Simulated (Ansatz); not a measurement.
# TeAs2: the cost of one run

Method: DFT PBE, scalar-relativistic, plane waves, PAW, in Ansatz 0.2.0.

## 1. The starting structure

Symmetry: P6/mmm, No. 191, hexagonal system. The conventional cell has a = 6.883 Å, b = 6.883 Å, c = 14.000 Å, α = 90.00°, β = 90.00°, γ = 120.00°. Te (site symmetry 6/mmm) has 6 As at 3.97 Å as nearest neighbours. As (site symmetry -6m2) has 3 As at 3.97 Å and 3 Te at 3.97 Å as nearest neighbours.

Structure file:

```cif
data_structure
_symmetry_space_group_name_H-M 'P6/mmm'
_symmetry_Int_Tables_number 191
_cell_length_a 6.8826
_cell_length_b 6.8826
_cell_length_c 14.0000
_cell_angle_alpha 90.000
_cell_angle_beta 90.000
_cell_angle_gamma 120.000
_cell_volume 574.33
loop_
_atom_site_label
_atom_site_type_symbol
_atom_site_symmetry_multiplicity
_atom_site_Wyckoff_symbol
_atom_site_fract_x
_atom_site_fract_y
_atom_site_fract_z
_atom_site_occupancy
Te1 Te 1 b 0.00000 0.00000 0.50000 1
As1 As 2 d 0.33333 0.66667 0.50000 1
```

Recipe of the guess: random sheet by layer group and Wyckoff sites. Lengths come from tabulated atomic sizes and are only a guess.

It is a sheet, periodic along a and b, with vacuum along c; volumes and pressures of the box carry no meaning, and space groups named for it are those of the box.

## 2. Probe: one point on a coarse mesh

input.yaml

```yaml
crystal:
  lattice:
    - [6.882588, 0.0, 0.0]
    - [-3.441294, 5.960496, 0.0]
    - [0.0, 0.0, 14.0]
  atoms:
    - { symbol: Te, position: [0.0, 0.0, 0.5] }
    - { symbol: As, position: [0.33333333, 0.66666667, 0.5] }
    - { symbol: As, position: [0.66666667, 0.33333333, 0.5] }
  periodic: [true, true, false]
basis:
  ecutwfc: 420
kpoints:
  mp_grid: { grid: [3, 3, 1] }
hamiltonian:
  xc: pbe
scf:
  occupations: { method: gaussian, width: 0.1 }
  lower_state_search: "off"
output:
  forces: true
  stress: true
  eigenvalues: true
```

Command:

```sh
$ ansatz run input.yaml --threads 1 --pin off --max-ram 2048MiB --backend cpu --events-out ev --progress --plain --runs-dir out
```

Q: Estimate wall time and peak memory on 1 thread of Arm Neoverse V2, shared host.

About 6.8 s, with a peak of 0.84 GiB.
